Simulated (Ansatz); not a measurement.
Born–Oppenheimer molecular dynamics of a periodic cell of 49 atoms, Ti16SiO32 (host TiO2, host structure I4_1/amd, interstitial Si). It goes on from the last frame of an earlier run, with new velocities.

Level of theory: DFT PBE, scalar-relativistic, plane waves, PAW in Ansatz 0.2.0. Settings: accuracy low, PAW set soft_1, cutoff 420 eV, k mesh 1x1x1, fermi-dirac smearing 0.02 eV, no spin polarisation.

| Quantity | Value |
| --- | --- |
| ensemble | NVT, Langevin thermostat |
| time step | 10 fs |
| steps asked | 170 |
| set temperature | 1260 K |
| friction | 0.01 /fs |
| seed | 724820 |

First frame:

```xyz
49
Lattice="7.5784 0.0000 0.0000 0.0000 7.5784 0.0000 0.0000 0.0000 9.5370" Properties=species:S:1:pos:R:3
Ti -0.069 0.465 0.008
Ti -0.272 2.316 2.413
O -0.179 0.382 1.869
O -0.156 1.909 4.281
O -0.432 2.274 0.390
O 0.092 0.243 7.432
Ti 3.729 0.472 -0.035
Ti 3.520 2.218 2.340
O 3.799 0.369 1.770
O 3.630 2.051 4.319
O 3.962 2.333 0.368
O 3.650 -0.472 7.614
Ti -0.160 4.250 0.133
Ti -0.180 6.143 2.455
O 0.017 4.117 2.042
O -0.216 5.793 4.529
O 0.135 6.030 0.289
O 0.071 3.878 7.537
Ti 1.776 2.002 4.604
Ti 1.855 3.874 7.206
O 2.354 2.041 6.805
O 1.836 3.617 9.243
O 1.825 3.886 5.206
O 1.704 2.060 2.743
Ti 3.572 4.139 0.191
Ti 3.539 6.119 2.391
O 3.615 4.126 2.030
O 3.663 5.722 4.380
O 3.795 5.977 0.341
O 3.744 4.607 7.601
Ti 5.444 1.991 4.725
Ti 5.914 3.584 7.235
O 5.383 1.859 6.841
O 5.699 4.577 9.170
O 5.593 3.816 5.450
O 5.480 2.327 2.833
Ti 1.752 5.641 4.836
Ti 1.898 0.328 6.960
O 1.560 5.820 6.586
O 1.847 0.564 9.248
O 1.915 0.130 5.050
O 1.802 6.156 2.723
Ti 5.511 5.799 4.860
Ti 5.912 0.206 7.033
O 5.943 5.897 7.064
O 5.661 -0.045 9.042
O 5.346 0.049 5.057
O 5.581 6.038 2.731
Si 4.626 5.862 8.303
```

(1) What does the run give?

(2) What happens to the structure?

(3) How do temperature and energy run in time?

Results:

(1) All steps were run.

| Quantity | Value |
| --- | --- |
| steps done | 170 |
| time covered | 1700 fs |
| mean temperature over the second half | 1201 K |
| spread of the potential energy over the second half | 32.9 meV per atom |
| mean potential energy of the second half above the start | 87.1 meV per atom |

A run of 1.7 ps of so small a system gives no equilibrium averages. Limits of this set-up: coarse k mesh, a small cell, in which the defect meets its images, low accuracy level.

(2) Mean squared displacements from the first frame to the last, about the centre of mass: Ti 0.15 Å², O 0.15 Å², Si 0.01 Å². This is one draw of velocities; another would differ in detail.

(3) 
```tsv
time (fs)	T (K)	potential energy less start (eV)
0	1234	0.000
50	1161	2.783
100	1034	1.442
150	1102	2.612
200	1250	2.448
250	1119	3.879
300	1090	2.837
350	1125	2.323
400	1205	2.600
450	1020	5.479
500	1190	3.527
550	896	4.517
600	1125	3.202
650	932	3.625
700	1100	2.453
750	848	3.931
800	1069	4.603
850	930	4.093
900	1195	4.510
950	1405	5.266
1000	1375	7.348
1050	1437	5.408
1100	1184	6.394
1150	1248	5.231
1200	1396	4.444
1250	1313	2.390
1300	1026	4.848
1350	1420	3.143
1400	1033	4.483
1450	1079	2.491
1500	857	4.056
1550	859	3.669
1600	967	4.777
1650	1217	2.354
1700	1135	3.659
```

Time of the run: 27 min on 2 threads of Arm Neoverse V2 (shared host), peak memory 0.76 GiB.
